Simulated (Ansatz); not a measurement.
Runs of Ansatz 0.2.0 on CsLiCr2Te2S3. It takes space group P3m1 (No. 156, trigonal). The conventional cell has a = 3.604 Å, b = 3.604 Å, c = 19.067 Å, α = 90.00°, β = 90.00°, γ = 120.00°. Cs (site symmetry 3m) is surrounded by 3 S at 3.38 Å and 6 Cs at 3.60 Å and 3 Te at 3.77 Å. Li (site symmetry 3m) is surrounded by 6 S at 2.63 to 2.66 Å. Around Cr (site symmetry 3m) lie 3 S at 2.40 Å and 3 Te at 2.74 Å. Cr (site symmetry 3m) has 6 S at 2.43 to 2.45 Å as nearest neighbours. Around Te (site symmetry 3m) lie 6 Te at 3.60 Å and 3 Cs at 3.77 Å. Around Te (site symmetry 3m) lie 3 Cr at 2.74 Å. S (site symmetry 3m) is surrounded by 3 Cr at 2.45 Å and 3 Li at 2.63 Å. S (site symmetry 3m) is surrounded by 3 Cr at 2.40 Å and 3 Li at 2.66 Å. The cell was built by a generator and needn't be a form met in nature.

| task | level | cell | k mesh | cutoff (eV) | points for each segment of the path | gap on the mesh (eV) | pressure (GPa) | moment (μB) | relaxed volume (Å³/atom) | largest force (eV/Å) |
| --- | --- | --- | --- | --- | --- | --- | --- | --- | --- | --- |
| relaxation of cell and atoms | r2SCAN+rVV10 | relaxed | 6 × 6 × 1 | 500 | - | none | 0.0 | 5.99 | (a) | 0.01 |
| band structure | RPBE | as given | 9 × 9 × 2 | 420 | 10 | none | 2.1 | 5.65 | - | 0.14 |
| relaxation of cell and atoms | RPBE | relaxed | 6 × 6 × 1 | 420 | - | none | 0.0 | (b) | 26.54 | - |
| relaxation of cell and atoms | BLYP | relaxed | 6 × 6 × 1 | 420 | - | none | 0.0 | 5.68 | 28.46 | - |
| band structure | BLYP | as given | 9 × 9 × 2 | 420 | 10 | none | 3.7 | 5.65 | - | 0.30 |

Alike in all rows: potentials or basis Ansatz PAW; spin collinear, ferromagnetic start; smearing fermi-dirac 0.05 eV.

Task: Estimate the missing entries.

Result: (a) 22.60; (b) 5.73.

Caveats: only a ferromagnetic start was run, and an antiferromagnetic order may lie lower in energy; the PAW data sets come from PBE, with cores solved anew for the run's functional, which leaves a small shift of forces and pressure; the plane-wave basis is chosen anew once the cell has moved, so the energies of steps on either side of that aren't comparable (some runs); spin-orbit coupling is left out, which moves the levels of the heavy elements (some runs); the magnetic or orbital state may not be the lowest (some runs); the volume moved by over 15 % at a fixed basis, so the end points are rough (some runs).

A k mesh can miss the band edges, and the runs leave out spin-orbit coupling on Cs, Te.

A gap of «none» marks a metal or a gap under the smearing width.

Runs at the PBE level aren't shown here.
